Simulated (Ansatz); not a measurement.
Geometry optimisation, Ansatz 0.2.0, DFT PBEsol, scalar-relativistic, plane waves, PAW.

Input:

```yaml
crystal:
  lattice:
    - [7.14, 0.0, 0.0]
    - [0.0, 7.14, 0.0]
    - [0.0, 0.0, 7.14]
  atoms:
    - { symbol: C, position: [0.5, 0.0, 0.0] }
    - { symbol: C, position: [0.625, 0.125, 0.125] }
    - { symbol: C, position: [0.75, 0.25, 0.0] }
    - { symbol: C, position: [0.875, 0.375, 0.125] }
    - { symbol: C, position: [0.75, 0.0, 0.25] }
    - { symbol: C, position: [0.875, 0.125, 0.375] }
    - { symbol: C, position: [0.0, 0.0, 0.0] }
    - { symbol: C, position: [0.125, 0.125, 0.125] }
    - { symbol: C, position: [0.25, 0.25, 0.0] }
    - { symbol: C, position: [0.375, 0.375, 0.125] }
    - { symbol: C, position: [0.5, 0.5, 0.0] }
    - { symbol: C, position: [0.625, 0.625, 0.125] }
    - { symbol: C, position: [0.75, 0.75, 0.0] }
    - { symbol: C, position: [0.875, 0.875, 0.125] }
    - { symbol: C, position: [0.25, 0.0, 0.25] }
    - { symbol: C, position: [0.375, 0.125, 0.375] }
    - { symbol: C, position: [0.5, 0.25, 0.25] }
    - { symbol: C, position: [0.625, 0.375, 0.375] }
    - { symbol: C, position: [0.75, 0.5, 0.25] }
    - { symbol: C, position: [0.875, 0.625, 0.375] }
    - { symbol: "N", position: [0.625, 0.125, 0.625] }
    - { symbol: C, position: [0.75, 0.25, 0.5] }
    - { symbol: C, position: [0.875, 0.375, 0.625] }
    - { symbol: C, position: [0.75, 0.0, 0.75] }
    - { symbol: C, position: [0.875, 0.125, 0.875] }
    - { symbol: C, position: [0.0, 0.5, 0.0] }
    - { symbol: C, position: [0.125, 0.625, 0.125] }
    - { symbol: C, position: [0.25, 0.75, 0.0] }
    - { symbol: C, position: [0.375, 0.875, 0.125] }
    - { symbol: C, position: [0.0, 0.25, 0.25] }
    - { symbol: C, position: [0.125, 0.375, 0.375] }
    - { symbol: C, position: [0.25, 0.5, 0.25] }
    - { symbol: C, position: [0.375, 0.625, 0.375] }
    - { symbol: C, position: [0.5, 0.75, 0.25] }
    - { symbol: C, position: [0.625, 0.875, 0.375] }
    - { symbol: C, position: [0.0, 0.0, 0.5] }
    - { symbol: C, position: [0.125, 0.125, 0.625] }
    - { symbol: C, position: [0.25, 0.25, 0.5] }
    - { symbol: C, position: [0.375, 0.375, 0.625] }
    - { symbol: C, position: [0.5, 0.5, 0.5] }
    - { symbol: C, position: [0.625, 0.625, 0.625] }
    - { symbol: C, position: [0.75, 0.75, 0.5] }
    - { symbol: C, position: [0.875, 0.875, 0.625] }
    - { symbol: C, position: [0.25, 0.0, 0.75] }
    - { symbol: C, position: [0.375, 0.125, 0.875] }
    - { symbol: C, position: [0.5, 0.25, 0.75] }
    - { symbol: C, position: [0.625, 0.375, 0.875] }
    - { symbol: C, position: [0.75, 0.5, 0.75] }
    - { symbol: C, position: [0.875, 0.625, 0.875] }
    - { symbol: C, position: [0.0, 0.75, 0.25] }
    - { symbol: C, position: [0.125, 0.875, 0.375] }
    - { symbol: C, position: [0.0, 0.5, 0.5] }
    - { symbol: C, position: [0.125, 0.625, 0.625] }
    - { symbol: C, position: [0.25, 0.75, 0.5] }
    - { symbol: C, position: [0.375, 0.875, 0.625] }
    - { symbol: C, position: [0.0, 0.25, 0.75] }
    - { symbol: C, position: [0.125, 0.375, 0.875] }
    - { symbol: C, position: [0.25, 0.5, 0.75] }
    - { symbol: C, position: [0.375, 0.625, 0.875] }
    - { symbol: C, position: [0.5, 0.75, 0.75] }
    - { symbol: C, position: [0.625, 0.875, 0.875] }
    - { symbol: C, position: [0.0, 0.75, 0.75] }
    - { symbol: C, position: [0.125, 0.875, 0.875] }
total_charge: 1
basis:
  ecutwfc: 420.0
kpoints:
  mp_grid: { grid: [2, 2, 2] }
hamiltonian:
  xc: pbesol
  pseudopotentials: { kind: paw, azcp: { folder: soft_1 } }
scf:
  occupations: { method: fermi_dirac, width: 0.02 }
  lower_state_search: "off"
relax:
  f_tol: 0.03
  max_steps: 60
  adjacent_minimum: "off"
output:
  write_density: true
  write_potential: true
  elf: true
  volumetric_format: npy
```

Command:

```bash
$ ansatz run input.yaml --threads 4 --pin off --max-ram 10240MiB --backend cpu --events-out ev --progress --plain --runs-dir out
```

**Question.** Where does it end, and by what steps?

**Answer.** The run converged. Limits of this set-up: PAW files made for another functional, charged cell in a uniform background, uncorrected. After 4 steps the energy has fallen by 1.076 eV; N21 moved furthest, 0.14 Å.

| step | energy less start (eV) | largest force component (eV/Å) | accepted |
| --- | --- | --- | --- |
| 0 | 0.0000 | 2.169 | yes |
| 1 | -0.8290 | 0.818 | yes |
| 2 | -1.0489 | 0.266 | yes |
| 3 | -1.0754 | 0.032 | yes |
| 4 | -1.0759 | 0.010 | yes |

```xyz
63
Lattice="7.1400 0.0000 0.0000 0.0000 7.1400 0.0000 0.0000 0.0000 7.1400" Properties=species:S:1:pos:R:3
C 3.570 0.000 -0.003
C 4.459 0.889 0.895
C 5.358 1.788 0.010
C 6.247 2.677 0.898
C 5.326 0.006 1.807
C 6.233 0.887 2.699
C 0.002 0.004 0.002
C 0.884 0.896 0.884
C 1.793 1.782 -0.006
C 2.672 2.678 0.888
C 3.574 3.572 0.002
C 4.466 4.454 0.884
C 5.352 5.363 -0.006
C 6.248 6.242 0.888
C 1.788 -0.011 1.788
C 2.593 0.934 2.593
C 3.576 1.756 1.807
C 4.457 2.663 2.699
C 5.352 3.564 1.793
C 6.248 4.458 2.672
N 4.541 0.971 4.541
C 5.357 1.787 3.614
C 6.260 2.690 4.471
C 5.357 0.044 5.357
C 6.260 0.901 6.260
C 0.001 3.571 0.001
C 0.891 4.461 0.891
C 1.784 5.354 -0.005
C 2.677 6.247 0.883
C -0.006 1.782 1.793
C 0.888 2.678 2.672
C 1.784 3.565 1.784
C 2.677 4.453 2.677
C 3.559 5.358 1.788
C 4.504 6.163 2.593
C -0.003 0.000 3.570
C 0.895 0.889 4.459
C 1.807 1.756 3.576
C 2.699 2.663 4.457
C 3.570 3.567 3.570
C 4.459 4.465 4.459
C 5.326 5.377 3.576
C 6.233 6.269 4.457
C 1.807 0.006 5.326
C 2.699 0.887 6.233
C 3.614 1.787 5.357
C 4.471 2.690 6.260
C 5.358 3.580 5.358
C 6.247 4.468 6.247
C -0.005 5.354 1.784
C 0.883 6.247 2.677
C 0.002 3.572 3.574
C 0.884 4.454 4.466
C 1.788 5.358 3.559
C 2.593 6.163 4.504
C 0.010 1.788 5.358
C 0.898 2.677 6.247
C 1.793 3.564 5.352
C 2.672 4.458 6.248
C 3.576 5.377 5.326
C 4.457 6.269 6.233
C -0.006 5.363 5.352
C 0.888 6.242 6.248
```

Whether the end is a true minimum wasn't checked by a vibrational analysis.

Run time: 25 s on 4 threads of Arm Neoverse V2, with other jobs on the host, peak memory 1.7 GiB.
